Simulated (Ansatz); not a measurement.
# CH5AlFN: how energies converge with the basis set

An exercise on one series of results from a longer session: the logs are not shown, and one member is left open.

The runs use Ansatz 0.2.0, Gaussian basis; one geometry, several basis sets.

The runs, in order: PBE0-D4/def2-SVP; ωB97M-V/def2-SVP; PBE0-D4/def2-QZVPP; ωB97M-V/def2-QZVPP; the functionals' def2-TZVPP values are taken from earlier runs.

**Structure used throughout**

All runs share one geometry, relaxed beforehand with PBE0-D4 in a triple-zeta def2 set.

SMILES `C[NH][AlH][F]`, 9 atoms, charge 0, spin multiplicity 1.

Atoms are counted from 1 here; the program's logs count them from 0.

Bond lengths: C1–N2 1.448 Å, C1–H5 1.096 Å, C1–H6 1.093 Å, C1–H7 1.096 Å, N2–Al3 1.758 Å, N2–H8 1.009 Å, Al3–F4 1.652 Å, Al3–H9 1.571 Å. Angles: N2–C1–H5 112.3°, N2–C1–H6 110.0°, N2–C1–H7 112.3°, H5–C1–H6 107.1°, H5–C1–H7 107.8°, H6–C1–H7 107.1°, C1–N2–Al3 127.2°, C1–N2–H8 112.3°, Al3–N2–H8 120.5°, N2–Al3–F4 117.9°, N2–Al3–H9 122.1°, F4–Al3–H9 120.1°.

Coordinates:

```xyz
9
CH5AlFN
C    -0.4985    0.8345   -0.8361
N    -0.0095   -0.4424   -0.3593
Al    0.6503   -0.8017    1.2302
F     1.1431   -2.3495    1.5293
H    -1.5575    0.7965   -1.1164
H    -0.4014    1.5890   -0.0508
H     0.0647    1.1984   -1.7031
H    -0.0810   -1.1659   -1.0588
H     0.7783    0.2948    2.3478
```

Set-up of the first run:

Contents of in.yaml:

```yaml
crystal:
  periodic: [false, false, false]
  atoms:
    - {symbol: C, position_ang: [-0.498543, 0.834509, -0.836096]}
    - {symbol: N, position_ang: [-0.009535, -0.442439, -0.359317]}
    - {symbol: Al, position_ang: [0.650334, -0.801679, 1.230183]}
    - {symbol: F, position_ang: [1.143074, -2.349533, 1.529317]}
    - {symbol: H, position_ang: [-1.557519, 0.796532, -1.116358]}
    - {symbol: H, position_ang: [-0.401393, 1.588960, -0.050828]}
    - {symbol: H, position_ang: [0.064670, 1.198443, -1.703113]}
    - {symbol: H, position_ang: [-0.081021, -1.165891, -1.058825]}
    - {symbol: H, position_ang: [0.778333, 0.294798, 2.347838]}
basis:
  gaussian: {orbitals: def2-SVP}
hamiltonian: {xc: pbe0, dispersion: d4}
output: {orbitals: {seedname: orbitals}}
```

Steps of the session up to this table: PBE0-D4 in def2-SVP; ωB97M-V in def2-SVP; PBE0-D4 in def2-QZVPP; ωB97M-V in def2-QZVPP.

One table of the session follows, with a row left open; its other results are not shown here.

It belongs to the step «Functionals by basis». 

| functional | basis | HOMO (eV) | LUMO (eV) |
| --- | --- | --- | --- |
| PBE0-D4 | def2-SVP | -6.92 | 0.07 |
| PBE0-D4 | def2-TZVPP | -7.04 | -0.21 |
| PBE0-D4 | def2-QZVPP | -7.07 | -0.35 |
| ωB97M-V | def2-SVP | ? | ? |
| ωB97M-V | def2-TZVPP | -9.38 | 1.34 |
| ωB97M-V | def2-QZVPP | -9.42 | 0.87 |

Q: Estimate the row for ωB97M-V, def2-SVP from the others.

**Answer.** HOMO (eV): -9.23; LUMO (eV): 1.77. In the column «HOMO (eV)» it lies between ωB97M-V, def2-TZVPP (-9.38) and PBE0-D4, def2-QZVPP (-7.07).
